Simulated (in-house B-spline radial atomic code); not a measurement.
**P⁶⁺: excited configurations**

Wanted: excitation energies of P⁶⁺ as differences of total energies (ΔSCF).

The numbers are computed with in-house B-spline radial atomic code version 1 (Dirac-Hartree-Fock, average of configuration, Fermi nucleus, basis-set limit), except any that are marked as measured or tabulated.

## (1) What is computed

```
element       : phosphorus (Z = 15)
charge        : +6
electrons     : 9
configuration : [He] 2s2 2p5
Hamiltonian   : Dirac-Coulomb
nucleus       : Fermi, rms radius 3.189 fm
```

Outer shells as boxes (Hund's rule):

[He] 2s2 2p5
```
[He] core
2s [↑↓]
2p [↑↓][↑↓][↑ ]
```

The boxes draw the filling by Hund's rule, which heavy ions in jj coupling don't follow; these runs average over all states of the configuration.

Input settings:

```ini
Z = 15
electrons = 9.0
configuration = [He] 2s2 2p5
hamiltonian = dirac
method = hf
spin_polarised = False
nucleus = fermi
rms_radius = 3.1889
mass_number = 31
atomic_mass = 30.97376199768
speed_of_light = 137.035999084
```

From the earlier run of the reference: total energy -327.150686 hartree. Levels, eight at most:

```
orbital  occupation  energy (eV)  <r> (bohr)
  1s1/2           2     -2318.57      0.1033
  2s1/2           2      -320.44      0.4992
  2p1/2     1.66667      -268.58      0.4571
  2p3/2     3.33333      -267.55      0.4590
```

## (2) Run with [He] 2s2 2p4 5d1

Input settings:

```ini
Z = 15
electrons = 9.0
configuration = [He] 2s2 2p4 5d1
hamiltonian = dirac
method = hf
spin_polarised = False
nucleus = fermi
rms_radius = 3.1889
mass_number = 31
atomic_mass = 30.97376199768
speed_of_light = 137.035999084
```

## (3) Configuration [He] 2s1 2p5 6d1

Changes to the settings of step 2:

```diff
@@ -2,3 +2,3 @@
 electrons = 9.0
-configuration = [He] 2s2 2p4 5d1
+configuration = [He] 2s1 2p5 6d1
 hamiltonian = dirac
```

## (4) [He] 2s2 2p4 6f1

Changes to the settings of step 3:

```diff
@@ -2,3 +2,3 @@
 electrons = 9.0
-configuration = [He] 2s1 2p5 6d1
+configuration = [He] 2s2 2p4 6f1
 hamiltonian = dirac
```

## (5) [He] 2s1 2p5 4p1

Changes to the settings of step 4:

```diff
@@ -2,3 +2,3 @@
 electrons = 9.0
-configuration = [He] 2s2 2p4 6f1
+configuration = [He] 2s1 2p5 4p1
 hamiltonian = dirac
```

## (6) Run with [He] 2s1 2p5 3d1

Changes to the settings of step 5:

```diff
@@ -2,3 +2,3 @@
 electrons = 9.0
-configuration = [He] 2s1 2p5 4p1
+configuration = [He] 2s1 2p5 3d1
 hamiltonian = dirac
```

## (7) [He] 2s2 2p4 6g1

Changes to the settings of step 6:

```diff
@@ -2,3 +2,3 @@
 electrons = 9.0
-configuration = [He] 2s1 2p5 3d1
+configuration = [He] 2s2 2p4 6g1
 hamiltonian = dirac
```

## (8) Run with [He] 2s2 2p4 3d1

Changes to the settings of step 7:

```diff
@@ -2,3 +2,3 @@
 electrons = 9.0
-configuration = [He] 2s2 2p4 6g1
+configuration = [He] 2s2 2p4 3d1
 hamiltonian = dirac
```

## (9) [He] 2s1 2p5 6f1

Changes to the settings of step 8:

```diff
@@ -2,3 +2,3 @@
 electrons = 9.0
-configuration = [He] 2s2 2p4 3d1
+configuration = [He] 2s1 2p5 6f1
 hamiltonian = dirac
```

Q: How far above the reference does each configuration lie (order and size, in eV)?

The runs gave:

| net move | configuration | energy above the reference (eV) | with Breit, QED, recoil (eV) | largest <r> (bohr) |
| --- | --- | --- | --- | --- |
| 2p → 3d | [He] 2s2 2p4 3d1 | 187.62 | 187.54 | 1.39 |
| 2p → 5d | [He] 2s2 2p4 5d1 | 237.74 | 237.66 | 4.74 |
| 2s → 3d | [He] 2s1 2p5 3d1 | 240.76 | 240.64 | 1.39 |
| 2p → 6f | [He] 2s2 2p4 6f1 | 246.75 | 246.68 | 6.84 |
| 2p → 6g | [He] 2s2 2p4 6g1 | 246.78 | 246.71 | 6.28 |
| 2s → 4p | [He] 2s1 2p5 4p1 | 269.42 | 269.31 | 2.79 |
| 2s → 6d | [He] 2s1 2p5 6d1 | 299.41 | 299.29 | 7.07 |
| 2s → 6f | [He] 2s1 2p5 6f1 | 299.90 | 299.78 | 6.84 |

Quantum defects of the promoted electron, δ = n − ζ/√(−2ε) with ζ = 7 and ε its orbital energy in hartree:

| promotion | δ |
| --- | --- |
| 2p → 3d | 0.071 |
| 2p → 5d | 0.083 |
| 2s → 3d | 0.071 |
| 2p → 6f | 0.005 |
| 2p → 6g | 0.000 |
| 2s → 4p | 0.313 |
| 2s → 6d | 0.083 |
| 2s → 6f | 0.006 |

What this shows: The lowest of them is 2p → 3d at 187.62 eV and the highest 2s → 6f at 299.90 eV. 2 of them lie more than 2 % above the ionisation threshold that Koopmans' theorem gives (267.55 eV), where such states can decay by emitting an electron. Of those tabulated, the defect is largest for 4p (0.31) and least for 6g (0.00): low angular momentum penetrates the core, high angular momentum stays outside it. Two partly filled shells share a symmetry and can mix in the average, which may lower the energy, for: 2s → 4p. These are averages over configurations, without correlation, not spectroscopic levels.
